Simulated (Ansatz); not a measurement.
# C3H12AlN: the cost of one run

Method: the settings change from run to run; program: Ansatz 0.2.0, Gaussian basis.

## Step 1: The relaxed structure

The structure was relaxed beforehand with PBE0-D4 in a triple-zeta def2 set.

SMILES `C[N+](C)(C)[AlH3-]`, 17 atoms, charge 0, spin multiplicity 1.

Atoms are counted from 1 here; the program's logs count them from 0.

Bond lengths: C1–N2 1.467 Å, C1–H6 1.090 Å, C1–H7 1.096 Å, C1–H8 1.090 Å, N2–C3 1.467 Å, N2–C4 1.467 Å, N2–Al5 2.053 Å, C3–H9 1.090 Å, C3–H10 1.090 Å, C3–H11 1.096 Å, C4–H12 1.090 Å, C4–H13 1.096 Å, C4–H14 1.090 Å, Al5–H15 1.606 Å, Al5–H16 1.606 Å, Al5–H17 1.606 Å. Angles: N2–C1–H6 109.2°, N2–C1–H7 110.6°, N2–C1–H8 109.2°, H6–C1–H7 109.5°, H6–C1–H8 108.7°, H7–C1–H8 109.5°, C1–N2–C3 110.1°, C1–N2–C4 110.1°, C1–N2–Al5 108.8°, C3–N2–C4 110.1°, C3–N2–Al5 108.8°, C4–N2–Al5 108.8°, N2–C3–H9 109.2°, N2–C3–H10 109.2°, N2–C3–H11 110.6°, H9–C3–H10 108.7°, H9–C3–H11 109.5°, H10–C3–H11 109.5° and more.

Coordinates:

| atom | x (Å) | y (Å) | z (Å) |
| --- | --- | --- | --- |
| C1 | -0.40021 | 0.33727 | -1.42214 |
| N2 | 0.09111 | -0.04081 | -0.09256 |
| C3 | 1.37265 | 0.61958 | 0.17885 |
| C4 | 0.24561 | -1.49714 | -0.00659 |
| Al5 | -1.27631 | 0.56400 | 1.31465 |
| H6 | -0.53340 | 1.41846 | -1.46168 |
| H7 | 0.30880 | 0.02763 | -2.19864 |
| H8 | -1.36390 | -0.14084 | -1.59820 |
| H9 | 1.71150 | 0.34879 | 1.17891 |
| H10 | 1.23609 | 1.70023 | 0.13615 |
| H11 | 2.12675 | 0.31711 | -0.55695 |
| H12 | 0.58645 | -1.76367 | 0.99394 |
| H13 | 0.97140 | -1.85314 | -0.74688 |
| H14 | -0.71910 | -1.97196 | -0.18585 |
| H15 | -1.27589 | 2.14531 | 1.03503 |
| H16 | -2.56000 | -0.26670 | 0.82394 |
| H17 | -0.54033 | 0.05547 | 2.64824 |

## Step 2: r2SCAN/pcseg-2

Set apart from the defaults: atoms shaken by 0.08 Å, finite nuclei, D4 dispersion, high accuracy.

in.yaml reads:

```yaml
crystal:
  periodic: [false, false, false]
  atoms:
    - {symbol: C, position_ang: [-0.291363, 0.324337, -1.343997]}
    - {symbol: N, position_ang: [0.060326, 0.000386, -0.231563]}
    - {symbol: C, position_ang: [1.535770, 0.639368, 0.154085]}
    - {symbol: C, position_ang: [0.121345, -1.545807, -0.209995]}
    - {symbol: Al, position_ang: [-1.388530, 0.580646, 1.330590]}
    - {symbol: H, position_ang: [-0.560937, 1.343208, -1.417652]}
    - {symbol: H, position_ang: [0.329610, 0.104156, -2.157781]}
    - {symbol: H, position_ang: [-1.407554, -0.116216, -1.752351]}
    - {symbol: H, position_ang: [1.727235, 0.347906, 1.243072]}
    - {symbol: H, position_ang: [1.296720, 1.564613, 0.181872]}
    - {symbol: H, position_ang: [2.171433, 0.302870, -0.733444]}
    - {symbol: H, position_ang: [0.538496, -1.754764, 1.128692]}
    - {symbol: H, position_ang: [0.947301, -1.990200, -0.668456]}
    - {symbol: H, position_ang: [-0.739204, -1.934519, -0.146608]}
    - {symbol: H, position_ang: [-1.196618, 2.225166, 0.836253]}
    - {symbol: H, position_ang: [-2.553100, -0.288361, 0.764601]}
    - {symbol: H, position_ang: [-0.463038, 0.033107, 2.512915]}
basis:
  gaussian: {orbitals: pcseg-2, nuclear_model: gaussian}
hamiltonian: {xc: {name: r2SCAN}, dispersion: d4}
accuracy: high
```

On the command line:

```bash
$ ansatz run in.yaml --threads 4 --pin off --events-out ev --progress --plain --max-ram 11315MiB
```

Q: Estimate wall time and peak memory on 4 threads of Arm Neoverse V2, shared host.

About 33 s, with a peak of 3.6 GiB.
